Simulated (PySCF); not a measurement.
# C4H3FNP: electronic excitations and core binding energies

Aim: predict the electronic excitations and core binding energies of C4H3FNP (`Fc1cpccn1`).

Computed with PySCF 2.14.0, with density-fitted response routines of our own, on a single molecule in the gas phase. Atoms count from 0, in the outputs and in this text.

**1. Starting geometry**

10 atoms, charge 0, multiplicity 1; geometry from: GFN2-xTB.

Bonds of the start (Å): F0–C1 1.35, C1–C2 1.38, C2–P3 1.73, P3–C4 1.74, C4–C5 1.38, C5–N6 1.32, N6–C1 1.31, C2–H7 1.08, C4–H8 1.08, C5–H9 1.08.

**2. TDDFT and polarisability: CAM-B3LYP/def2-SVPD**

What the job is given:

```
{"job": {"kind": "uv", "xc": "CAM-B3LYP", "basis": "def2-SVPD", "nstates": 8, "ntriplets": 3}, "charge": 0, "multiplicity": 1}
F      2.064467    -1.626641     0.087355
C      1.040295    -0.754632     0.044799
C      1.356422     0.587011     0.120913
P      0.145173     1.823927     0.076002
C     -1.262757     0.814152    -0.065571
C     -1.223209    -0.563465    -0.114477
N     -0.137898    -1.316490    -0.064399
H      2.397263     0.863925     0.211411
H     -2.225447     1.303859    -0.116709
H     -2.145427    -1.126990    -0.201853
```

With the program's defaults for keys left out, this is: TDDFT CAM-B3LYP/def2-SVPD, vertical, gas phase, core orbitals frozen in the response.

Command:

```sh
$ OMP_NUM_THREADS=1 python probes_run.py task.json out
```

The driver reads the jobs from task.json and runs them one after another.

**Question.** This job is followed by: delta-SCF UKS SCAN, pcX-2 on the ionised atom, pcseg-1 elsewhere, spin-free X2C. What will the session give for the following? lowest singlet (CAM-B3LYP/def2-SVPD); brightest single state of those computed; lowest triplet; C1s binding energies, SCAN/pcX-2; F1s binding energies, SCAN/pcX-2; P1s binding energies, SCAN/pcX-2; P2p binding energies, SCAN/pcX-2; N1s binding energies, SCAN/pcX-2.

As calculated:

| quantity | value |
| --- | --- |
| lowest singlet (CAM-B3LYP/def2-SVPD) | 4.62 eV (268 nm), f = 0.014 |
| brightest single state of those computed | state 6, 6.43 eV, f = 0.197 |
| lowest triplet | 3.50 eV |
| C1s binding energies, SCAN/pcX-2 | C1 294.03, C5 292.00, C2 290.85, C4 290.70 eV |
| F1s binding energies, SCAN/pcX-2 | F0 692.91 eV |
| P1s binding energies, SCAN/pcX-2 | P3 2150.53 eV |
| P2p binding energies, SCAN/pcX-2 | P3 137.26 eV |
| N1s binding energies, SCAN/pcX-2 | N6 405.15 eV |

The first singlet state (HOMO−1→LUMO 0.98) lies at 4.62 eV and is weak; of the 8 states computed, the strongest absorption comes from state 6 at 6.43 eV. The lowest triplet lies 1.12 eV below the lowest singlet (triplets in Tamm-Dancoff, singlets in full TDDFT). The C1s levels kept as sound span 3.33 eV, from C4 (aromatic CH) up to C1 (aromatic carbon bearing fluorine).
